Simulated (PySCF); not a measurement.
**Tl at other levels of theory**

Starting from one script, swap the method and compare what comes out for Tl.

The runs use PySCF 2.14.0; method and basis as typed in the scripts.

2 further runs of the same task are left out: 1 for a known fault of the program, 1 that didn't finish.

## (1) The atom

Tl: 1 atom, charge 0, spin multiplicity 2.

## (2) The run that the others are compared with

The input, input.py:

```python
from pyscf import gto, dft

mol = gto.M(
    atom='Tl 0 0 0',
    basis='cc-pvtz-dk',
    charge=0,
    spin=1,
    symmetry=True,
    verbose=4,
)
mf = dft.UKS(mol, xc='x3lyp')
mf = mf.sfx2c1e()
mf.kernel()
mf.analyze()
print('orbital energies (hartree):', [e[max(0, n-3):n+3].round(4) for e, n in zip(mf.mo_energy, mol.nelec)])
```

On the command line:

```console
$ OMP_NUM_THREADS=1 python input.py
```

## (3) Slater,

Variant 1 changes functional: x3lyp → slater,.

input.py, as its differences from that of step 2:

```diff
@@ -10,3 +10,3 @@
 )
-mf = dft.UKS(mol, xc='x3lyp')
+mf = dft.UKS(mol, xc='slater,')
 mf = mf.sfx2c1e()
```

## (4) MP2 (UHF)

Variant 2 changes step after the SCF: analyze → mp2; SCF type: UKS → UHF; functional: x3lyp → none (Hartree–Fock); frozen orbitals: none → 34.

The input, input.py:

```python
from pyscf import gto, scf, mp

mol = gto.M(
    atom='Tl 0 0 0',
    basis='cc-pvtz-dk',
    charge=0,
    spin=1,
    symmetry=True,
    verbose=4,
)
mf = scf.UHF(mol)
mf = mf.sfx2c1e()
mf.kernel()
mp.MP2(mf, frozen=34).kernel()
mf.dip_moment()
print('orbital energies (hartree):', [e[max(0, n-3):n+3].round(4) for e, n in zip(mf.mo_energy, mol.nelec)])
```

## (5) NEVPT2 (ROHF)

Variant 3 changes step after the SCF: analyze → nevpt2; SCF type: UKS → ROHF; functional: x3lyp → none (Hartree–Fock); active space: none → 5 electrons in 6 orbitals.

The input, input.py:

```python
from pyscf import gto, scf, mcscf, mrpt

mol = gto.M(
    atom='Tl 0 0 0',
    basis='cc-pvtz-dk',
    charge=0,
    spin=1,
    symmetry=True,
    verbose=4,
)
mf = scf.ROHF(mol)
mf = mf.sfx2c1e()
mf.kernel()
mc = mcscf.CASSCF(mf, 6, 5)
mc.kernel()
mc.analyze()
mrpt.NEVPT(mc).kernel()
mf.dip_moment()
print('orbital energies (hartree):', mf.mo_energy[..., max(0, mol.nelec[1]-3):mol.nelec[0]+3].round(4))
```

Q: Predict the outcome of this session. Wanted: for each run, E(SCF); from base; gap, α spin; after the SCF.

**Answer**, as computed:

| run | E(SCF) (hartree) | from base (eV) | cycles | gap, α spin (eV) | after the SCF |
| --- | --- | --- | --- | --- | --- |
| base | -20253.718600 | 0 | 7 | 1.24 | n/a |
| slater, (poor choice) | -20232.909475 | not comparable | 7 | 0.04 | n/a |
| MP2 (UHF) | -20247.699064 | not comparable | 8 | 5.50 | MP2 correlation -3.911 eV, core frozen |
| NEVPT2 (ROHF) | -20247.698489 | not comparable | 8 | n/a | NEVPT2 correlation -5.392 eV (from the SCF energy, the CASSCF gain included) |

In words: Total energies of different functionals can't be compared with each other; differences within one functional can. Rows marked «poor choice» come from settings spoiled on purpose.
